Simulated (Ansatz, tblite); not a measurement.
# VH2Cl2: rung by rung

One table from this session's results is given with a row withheld; the runs are named, their logs left out.

Method: as each input shows; program: Ansatz 0.2.0, Gaussian basis.

The runs, in order: GFN1-xTB, GFN2-xTB, PBE-D4/def2-TZVP, r2SCAN-D4/def2-TZVP, BLYP-D4/def2-TZVP, LDA/def2-TZVP, CAM-B3LYP-D4/def2-TZVP, revPBE-D4/def2-TZVP, B97M-V/def2-TZVP, r2SCAN0-D4/def2-TZVP, ωB97M-V/def2-TZVP, PBE-D4/def2-SVP, PBE0-D4/def2-SVP, HF/STO-3G, HF/6-31G, B3LYP-D4/6-31G, CCSD(T)/def2-TZVPP, MP2/def2-TZVP, RPA/def2-TZVP.

### The relaxed structure

The geometry is that of the doublet, from an earlier relaxation (PBE-D4/def2-TZVP).

5 atoms, charge 0, spin multiplicity 2.

Bond lengths: V1–H2 1.624 Å, V1–H3 1.624 Å, V1–Cl4 2.128 Å, V1–Cl5 2.128 Å. Angles: H2–V1–H3 99.3°, H2–V1–Cl4 104.2°, H2–V1–Cl5 104.2°, H3–V1–Cl4 104.2°, H3–V1–Cl5 104.2°, Cl4–V1–Cl5 135.6°.

Coordinates:

```
V    -0.0810   -0.0001   -0.0567
H     0.0699   -0.0088    1.5601
H     1.4901    0.0113   -0.4674
Cl   -0.7508    1.9692   -0.5064
Cl   -0.7283   -1.9715   -0.5297
```

Formally the metal is d1. No spin-orbit coupling is included.

PBE0-D4/def2-TZVP was run before; its log isn't repeated, and its numbers join the tables.

The first run:

Tight binding, by tblite at 300 K electronic temperature and without a spin-polarisation term:

```python
tblite.interface.Calculator('GFN1-xTB', numbers, positions, charge=0, uhf=1).singlepoint()
```

Tight binding, by tblite at 300 K electronic temperature and without a spin-polarisation term:

```python
tblite.interface.Calculator('GFN2-xTB', numbers, positions, charge=0, uhf=1).singlepoint()
```

start.molden holds the orbitals of an earlier run on this state, given as this run's starting guess.

Contents of in.yaml:

```yaml
crystal:
  periodic: [false, false, false]
  atoms:
    - {symbol: V, position_ang: [-0.080956, -0.000123, -0.056715]}
    - {symbol: H, position_ang: [0.069862, -0.008837, 1.560141]}
    - {symbol: H, position_ang: [1.490126, 0.011270, -0.467375]}
    - {symbol: Cl, position_ang: [-0.750762, 1.969250, -0.506355]}
    - {symbol: Cl, position_ang: [-0.728269, -1.971550, -0.529706]}
basis:
  gaussian: {orbitals: def2-TZVP, initial_orbitals: start.molden}
magnetization: {spin_polarized: true, initial_magnetization: 1}
hamiltonian: {xc: pbe, dispersion: d4}
scf: {omitted_lower_state_checks: [starts]}
output: {orbitals: {seedname: orbitals}}
```

On the command line:

```sh
$ ansatz run in.yaml --threads 4 --pin off --events-out ev --progress --plain --max-ram 3916MiB
```

Steps of the session up to this table: PBE-D4/def2-TZVP; r2SCAN-D4/def2-TZVP; BLYP-D4/def2-TZVP; LDA/def2-TZVP; CAM-B3LYP-D4/def2-TZVP; revPBE-D4/def2-TZVP; B97M-V/def2-TZVP; r2SCAN0-D4/def2-TZVP; ωB97M-V/def2-TZVP; PBE-D4/def2-SVP; PBE0-D4/def2-SVP; HF/STO-3G; HF/6-31G; B3LYP-D4/6-31G; CCSD(T)/def2-TZVPP; MP2/def2-TZVP; RPA/def2-TZVP.

One of the session's tables, all rows but one given; the rest of the session is left out.

```
                 level  HOMO (eV)  gap (eV)
             HF/STO-3G     -11.28     14.52
              HF/6-31G     -12.79     11.91
         LDA/def2-TZVP      -5.71      0.32
       PBE-D4/def2-SVP      -5.65      0.59
      PBE-D4/def2-TZVP      -5.80      0.62
   revPBE-D4/def2-TZVP      -5.79      0.66
     BLYP-D4/def2-TZVP      -5.69      0.67
   r2SCAN-D4/def2-TZVP          ?         ?
      B97M-V/def2-TZVP      -6.67      1.43
        B3LYP-D4/6-31G      -8.14      3.68
      PBE0-D4/def2-SVP      -8.41      4.35
     PBE0-D4/def2-TZVP      -8.40      4.34
  r2SCAN0-D4/def2-TZVP      -8.88      4.83
CAM-B3LYP-D4/def2-TZVP     -10.00      7.16
     ωB97M-V/def2-TZVP     -10.97      9.28
```

Q: Estimate the row for r2SCAN-D4/def2-TZVP from the others.

As computed: HOMO (eV): -6.48; gap (eV): 1.26. In the column «HOMO (eV)» it lies between B97M-V/def2-TZVP (-6.67) and PBE-D4/def2-TZVP (-5.80).

Caveats from the session: Doubts: large T1 diagnostic, spin contamination. † marks a level with a doubtful state (flagged, unstable or spin-contaminated). Notes on CCSD(T)/def2-TZVPP: large T1 diagnostic, spin contamination.
